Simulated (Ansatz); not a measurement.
**Hf7S4, 11 atoms: a scaling test**

Wanted: the time that a single point at LDA takes for Hf7S4, and how the time changes with the share of the machine.

Program: Ansatz 0.2.0 (single point, LDA, plane waves PAW). Host: Intel Xeon 6975P-C (Granite Rapids), 96 cores, 190 hardware threads, 362 GiB; it was booked for these runs alone, one at a time. Each run is timed once from launch to exit, start-up included.

## Step 1: The system

The cell holds 11 atoms in 231 Å³, 2×1×1 copies of a database cell, with one atom taken out.

## Step 2: First run

Input file input.yaml:

```yaml
crystal:
  lattice:
    - [6.748548, 0.000000, 0.000000]
    - [-1.687137, 2.922207, 0.000000]
    - [0.000000, 0.000000, 11.717407]
  atoms:
    - { symbol: Hf, position: [0.333334, 0.333333, 0.899812] }
    - { symbol: Hf, position: [0.333334, 0.333333, 0.600188] }
    - { symbol: Hf, position: [0.166666, 0.666667, 0.100188] }
    - { symbol: S, position: [0.000000, 0.000000, 0.750000] }
    - { symbol: S, position: [0.000000, 0.000000, 0.250000] }
    - { symbol: Hf, position: [0.833333, 0.333333, 0.899812] }
    - { symbol: Hf, position: [0.666667, 0.666667, 0.399812] }
    - { symbol: Hf, position: [0.833333, 0.333333, 0.600188] }
    - { symbol: Hf, position: [0.666667, 0.666667, 0.100188] }
    - { symbol: S, position: [0.500000, 0.000000, 0.750000] }
    - { symbol: S, position: [0.500000, 0.000000, 0.250000] }
kpoints:
  mp_grid: { grid: [6, 11, 3] }
basis: { ecutwfc: 300 }
hamiltonian:
  xc: lda
scf:
  occupations: { method: gaussian, width: 0.05 }
output: { forces: true, stress: true, eigenvalues: true }
```

Launch:

```console
ansatz run input.yaml --threads 96 --backend cpu --events-out ev --progress --plain --runs-dir out
```

## Step 3: On 64 threads

input.yaml is that of step 2.

## Step 4: On 32 threads

input.yaml is that of step 3.

## Step 5: On 16 threads

input.yaml is that of step 4.

## Step 6: On 8 threads

input.yaml is that of step 5.

## Step 7: On 4 threads

input.yaml is that of step 6.

## Step 8: On 2 threads

input.yaml is that of step 7.

(Steps that only read results are left out.)

Q: Predict the timings and the best choice. Wanted: reference; fastest over threads; speed-up from 1 to 96 threads.

**Answer**, as computed:

```
                     quantity                value
                    reference  2.3 s on 96 threads
         fastest over threads          2.3 s on 96
speed-up from 1 to 96 threads  39 (40 % efficient)
```

In words: Going from 1 to 96 threads cuts the time by a factor of 39, 40 % of the ideal. Efficiency stays over one half up to 32 threads among the points run; beyond that, several jobs side by side use the machine better. At a few seconds, start-up and serial parts weigh heavily. In the reference run the eigensolver takes 61 % of the time. The figures hold for this build, input and host.
